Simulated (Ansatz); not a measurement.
Consider the interaction energy of a dimer with the counterpoise correction of BH₄P, SMILES BP (Ansatz's Python interface).

Script `run_dimer.py`:
```python
import ansatz as az

BASIS = "cc-pVDZ"
XC = "r2scan"

FIRST = [
    ("B", (-0.8611, -0.003, -0.0633)),
    ("P", (0.9719, 0.1312, -0.6482)),
    ("H", (-1.5925, 0.9141, -0.2008)),
    ("H", (-1.2521, -0.9994, 0.4362)),
    ("H", (1.3863, -1.0746, 0.0482)),
    ("H", (1.3475, 1.0318, 0.4279)),
]
SECOND = [
    ("B", (2.7805, -0.3901, 3.8461)),
    ("P", (2.2211, -1.8529, 2.7204)),
    ("H", (3.5242, 0.4258, 3.4265)),
    ("H", (2.3839, -0.3114, 4.9559)),
    ("H", (1.6508, -2.6115, 3.8203)),
    ("H", (3.515, -2.5111, 2.7729)),
]

def energy(atoms, ghosts=()):
    molecule = az.Crystal.molecule()
    for symbol, xyz in atoms:
        molecule = molecule.atom(symbol, xyz)
    calc = molecule.calculation().basis(gaussian=BASIS).functional(XC)
    deck = calc.input()
    if ghosts:
        deck = deck.set(az.key.basis.gaussian.ghost_atoms, [{"symbol": s, "position_ang": list(xyz)} for s, xyz in ghosts])
    return az.Session.from_dict(deck).plan().execute().report["free_energy_ev"]


def main() -> None:
    both = energy(FIRST + SECOND)
    alone = energy(FIRST) + energy(SECOND)
    ghosted = energy(FIRST, SECOND) + energy(SECOND, FIRST)
    print(f"dimer {both:.6f} eV")
    print(f"interaction, uncorrected   {23.060548 * (both - alone):8.3f} kcal/mol")
    print(f"interaction, counterpoise  {23.060548 * (both - ghosted):8.3f} kcal/mol")
    print(f"basis-set superposition    {23.060548 * (alone - ghosted):8.3f} kcal/mol")


if __name__ == "__main__":
    main()
```

How large is the interaction at this pose, and how much of it is basis-set superposition?

Uncorrected it is 0.113 kcal/mol, with the counterpoise correction 0.357 kcal/mol; the difference, 0.24 kcal/mol, is the superposition error. In this basis both values are repulsive.

What the script printed:

```console
$ python run_dimer.py
dimer -20055.692048 eV
interaction, uncorrected      0.113 kcal/mol
interaction, counterpoise     0.357 kcal/mol
basis-set superposition       0.244 kcal/mol
```

Total energies depend on the basis set; only differences at equal settings carry meaning. The dimer is a generated trial pose of unrelaxed monomers, not a minimum, so the figure is no binding energy, and the basis set is small. This level lacks the dispersion part of the attraction (electrostatics and induction are there), which can decide the sign where the interaction is weak. Run time: 14 s on 1 thread of Arm Neoverse V2, on a shared host, peak memory 0.22 GiB.

(Lines on the test bed's own set-up are left out of the output.)
